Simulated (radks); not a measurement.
**Pd³⁺ in [Ar] 3d10 4p6 4d7 5s2: an all-electron calculation**

What are the levels of the palladium ion Pd3+, how large are its shells, and how does its energy divide?

Program: radks (a radial shooting solver on a logarithmic mesh, Libxc functionals) version 1. Level of theory: scalar-relativistic Kohn-Sham, r2SCAN, spin-unpolarised, spherical densities, finite nucleus. These are calculated values, not measurements, unless marked.

### 1 The atom as given

```
element            : palladium (Z = 46)
charge             : +3
electrons          : 43
configuration      : [Ar] 3d10 4p6 4d7 5s2
nuclear rms radius : 4.5318 fm
```

Outer shells as boxes (Hund's rule):

Pd³⁺
```
[Ar] core
3d [↑↓][↑↓][↑↓][↑↓][↑↓]
4p [↑↓][↑↓][↑↓]
4d [↑↓][↑↓][↑ ][↑ ][↑ ]
5s [↑↓]
```

### 2 The calculation

Settings of this run:

```text
Z 46
configuration [Ar] 3d10 4p6 4d7 5s2 4s0 5p0
relativity scalar-relativistic
functional r2scan,r2scan
spin unpolarised
nucleus finite rms 4.5318 fm
c 137.035999084
```

Command:

```bash
$ python run_ks.py task.json out
```

All runs below come from this command, one after another.

**Question.** What will this run give?

The runs gave:

| quantity | value |
| --- | --- |
| total energy | -5036.50995 hartree |
| exchange-correlation share of it | 2.81 % |
| −T/E | 1.0373 |
| highest occupied level | 5s, -35.068 eV |
| most extended occupied level | 5s, <r> = 2.25 bohr |
| radius at density 0.001 e/bohr³ | 3.69 bohr |
| maxima of the radial density | 4 |

**Reading.** 5 principal shells are occupied and 4 maxima appear in the radial density; where shells overlap, one shows as a shoulder or not at all. −T/E is 1.037: with relativity the kinetic term as defined here no longer equals −E. This is not the tabulated ground configuration, so its levels and sizes aren't those of the ground state, and no measured value stands beside it.
